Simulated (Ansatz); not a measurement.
**One shape, several levels: SnTe (SMILES [Sn][Te])**

Aim: a comparison of 6 runs (PBE/STO-3G, UPBE0/STO-3G, wB97M-V/STO-3G, wB97X/STO-3G, BCCD(T)/STO-3G, FCI/STO-3G) of SnTe. 

Program for the calculation: Ansatz 0.2.0.

48 further runs of the same task are left out: 11 that didn't finish, 37 set aside as unsound or not needed.

## 1. The structure to begin with

SnTe has 2 atoms, charge 0, and is taken as a singlet. SMILES: `[Sn][Te]`. The Te2–Sn1 distance was set to 6.342 Å, away from the relaxed value.

## 2. A single-point energy at PBE/STO-3G (run 1)

Contents of molecule.yaml:

```yaml
crystal:
  periodic: [false, false, false]
  atoms:
    - {symbol: Sn, position_ang: [0.000000, 0.000000, -3.805130]}
    - {symbol: Te, position_ang: [0.000000, 0.000000, 2.536770]}
basis:
  gaussian:
    orbitals: STO-3G
hamiltonian:
  xc: pbe
accuracy: high
```

Command:

```bash
$ ansatz run molecule.yaml --threads 1 --pin off --max-ram 2610MiB --events-out events.jsonl --progress --plain --runs-dir runs
```

The program printed:

```text
Warning: RAYON_NUM_THREADS=1 ignored (pool sized by the plan → 1); use --threads N
Functional definition: PBE
  name "PBE"
  parameter kappa = 0.804
  parameter beta = 0.06672455060314922
  exchange = pbe_x(kappa = kappa, mu = beta*pi^2/3)
  correlation = pbe_c(beta = beta)
750 factors; integrals over basis functions are off by at most 4.5e-9 eV
mean field evaluation 1: about -340478.4704 eV, gradient 4.5e0 eV
mean field evaluation 2: about -340371.4169 eV, gradient 1.3e1 eV
mean field evaluation 4: about -340477.8934 eV, gradient 1.1e1 eV
mean field evaluation 8: about -340497.2924 eV, gradient 9.9e-1 eV
mean field evaluation 16: about -340498.5158 eV, gradient 6.2e-4 eV
mean field evaluation 32: about -340498.4989 eV, gradient 1.0e-1 eV
mean field evaluation 64: about -340498.4581 eV, gradient 3.4e0 eV
mean field evaluation 96: about -340498.4982 eV, gradient 3.4e-2 eV
mean field evaluation 128: about -340498.5140 eV, gradient 6.5e-7 eV
mean field evaluation 160: about -340496.9428 eV, gradient 3.6e0 eV
mean field evaluation 192: about -340498.5153 eV, gradient 1.3e-3 eV
mean field -340498.51578423 eV, -12513.0896568870 hartree, gradient 1.5e-8 eV, S^2 0.000000; 10 other end points of the search recorded, 0 dependent functions left out
reference -340498.51578680 eV, -12513.0896569813 hartree; 51, 51 occupied and 3, 3 virtual orbitals, 750 factors
Total energy: -340498.51578680 eV, -12513.0896569813 hartree
```

It took 11 s on 1 thread of AMD EPYC 9R45 (Zen 5), shared host; peak memory 0.13 GiB.

## 3. A single-point energy at UPBE0/STO-3G (run 2)

Contents of job.yaml:

```yaml
crystal:
  periodic: [false, false, false]
  atoms:
    - {symbol: Sn, position_ang: [0.000000, 0.000000, -3.805130]}
    - {symbol: Te, position_ang: [0.000000, 0.000000, 2.536770]}
basis:
  gaussian:
    orbitals: STO-3G
magnetization:
  spin_polarized: true
  initial_magnetization: 0
hamiltonian:
  xc: pbe0
accuracy: high
```

Command:

```bash
$ ansatz run job.yaml --threads 1 --pin off --max-ram 2610MiB --events-out events.jsonl --progress --plain --runs-dir runs
```

The program printed:

```text
Warning: RAYON_NUM_THREADS=1 ignored (pool sized by the plan → 1); use --threads N
Functional definition: PBE0
  name "PBE0"
  parameter a = 0.25
[... 2 set-up lines as earlier in the session ...]
  exchange = (1 - a)*pbe_x(kappa = kappa, mu = beta*pi^2/3) + a*exact_x
[... 1 set-up line as earlier in the session ...]
750 factors; integrals over basis functions are off by at most 4.5e-9 eV
mean field evaluation 1: about -340497.4788 eV, gradient 2.9e0 eV
mean field evaluation 2: about -340390.5281 eV, gradient 8.3e0 eV
mean field evaluation 4: about -340496.8475 eV, gradient 7.7e0 eV
mean field evaluation 8: about -340515.4588 eV, gradient 3.0e0 eV
mean field evaluation 16: about -340515.6872 eV, gradient 5.9e-4 eV
mean field evaluation 32: about -340517.4595 eV, gradient 1.7e0 eV
mean field evaluation 64: about -340517.8617 eV, gradient 3.9e-2 eV
mean field evaluation 96: about -340518.4106 eV, gradient 1.4e-2 eV
mean field evaluation 128: about -340518.4173 eV, gradient 1.0e-2 eV
mean field evaluation 160: about -340514.3087 eV, gradient 1.1e0 eV
mean field evaluation 192: about -340517.6721 eV, gradient 1.2e-1 eV
mean field evaluation 224: about -340518.3855 eV, gradient 6.4e-1 eV
mean field -340518.42292394 eV, -12513.8212307779 hartree, gradient 2.4e-8 eV, S^2 1.904544; 12 other end points of the search recorded, 0 dependent functions left out
reference -340518.42292596 eV, -12513.8212308520 hartree; 51, 51 occupied and 3, 3 virtual orbitals, 750 factors
Total energy: -340518.42292596 eV, -12513.8212308520 hartree
```

Run time: 34 s. Hardware: 1 thread of AMD EPYC 9R45 (Zen 5), shared host; peak memory 0.46 GiB.

Runs 3 to 4 aren't shown in full; the table further down has their settings and results.

## 4. The energy at BCCD(T)/STO-3G (run 5)

Contents of input.yaml:

```yaml
crystal:
  periodic: [false, false, false]
  atoms:
    - {symbol: Sn, position_ang: [0.000000, 0.000000, -3.805130]}
    - {symbol: Te, position_ang: [0.000000, 0.000000, 2.536770]}
basis:
  gaussian:
    orbitals: STO-3G
correlation:
  method: bccd_t
  frozen_orbitals: {Sn: 18, Te: 18}
total_charge: 0
accuracy: high
scf:
  omitted_lower_state_checks: [cluster_reference, increment]
```

Command:

```bash
$ ansatz run input.yaml --threads 1 --pin off --max-ram 2610MiB --events-out events.jsonl --progress --plain --runs-dir runs
```

The program printed:

```text
Warning: RAYON_NUM_THREADS=1 ignored (pool sized by the plan → 1); use --threads N
[... 18 lines left out ...]
36 core orbitals not correlated: weight in the atoms' cores, before any rotation towards them, 1.000 or more for the frozen orbitals, at most 0.000 for the correlated occupied ones
[... 118 lines left out ...]
Total energy: -340420.93591129 eV, -12510.2386491420 hartree
Checks for a lower state left out: cluster_reference, increment
```

Run time: 3.9 s. Hardware: 1 thread of AMD EPYC 9R45 (Zen 5), shared host; peak memory 0.17 GiB.

## 5. A single-point energy at FCI/STO-3G (run 6)

Contents of in.yaml:

```yaml
basis:
  gaussian:
    orbitals: STO-3G
crystal:
  periodic: [false, false, false]
  atoms:
    - symbol: Sn
      position_ang: [0.000000, 0.000000, -3.805130]
    - symbol: Te
      position_ang: [0.000000, 0.000000, 2.536770]
correlation:
  method: fci
  frozen_orbitals: {Sn: 18, Te: 18}
accuracy: high
```

Command:

```bash
$ ansatz run in.yaml --threads 1 --pin off --max-ram 2610MiB --events-out events.jsonl --progress --plain --runs-dir runs
```

The program printed:

```text
Warning: RAYON_NUM_THREADS=1 ignored (pool sized by the plan → 1); use --threads N
[... 30 lines left out ...]
36 core orbitals not correlated: weight in the atoms' cores, before any rotation towards them, 1.000 or more for the frozen orbitals, at most 0.000 for the correlated occupied ones
[... 2 lines left out ...]
Total energy: -340423.75926285 eV, -12510.3424053983 hartree
```

Run time: 14 s. Hardware: 1 thread of AMD EPYC 9R45 (Zen 5), shared host; peak memory 0.37 GiB.

## 6. The series

| run | level | frozen core orbitals | energy (Eh) | wall time |
| --- | --- | --- | --- | --- |
| 1 | PBE/STO-3G | – | -12513.089657 | 11 s |
| 2 | UPBE0/STO-3G | – | -12513.821231 | 34 s |
| 3 | wB97M-V/STO-3G | – | -12514.496989 | 30 s |
| 4 | wB97X/STO-3G | – | -12514.593372 | 9.6 s |
| 5 | BCCD(T)/STO-3G | 36 | -12510.238649 | 3.9 s |
| 6 | FCI/STO-3G | 36 | -12510.342405 | 14 s |

## 7. Summary of results

```
                                           quantity            value
                                run 6: total energy  -12510.34241 Eh
run 6: correlation energy (36 core orbitals frozen)       -163.9 mEh
```

**Reading.** Against full CI in this basis: BCCD(T) +103.8 mEh. Totals of different functionals can't be ranked against each other. In run 5 the log says that unrestricted orbitals would lower the reference, so the values rest on an unstable closed-shell determinant (other closed-shell runs at this shape may share the fault). In runs 1, 2, 3, 4, 5, 6 the basis is minimal, so the values are rough. In runs 1, 3, 4 a closed-shell determinant meets a far-stretched bond, which it describes badly. In runs 1, 2, 3, 4, 5, 6 relativity is left out where basis or elements ask for it. Spin contamination of the reference: run 2 ⟨S²⟩ = 1.90. Where it is this large, the reference is a mixture of spin states, and values that rest on it are in doubt. All runs together took 1.7 min, the longest 34 s.
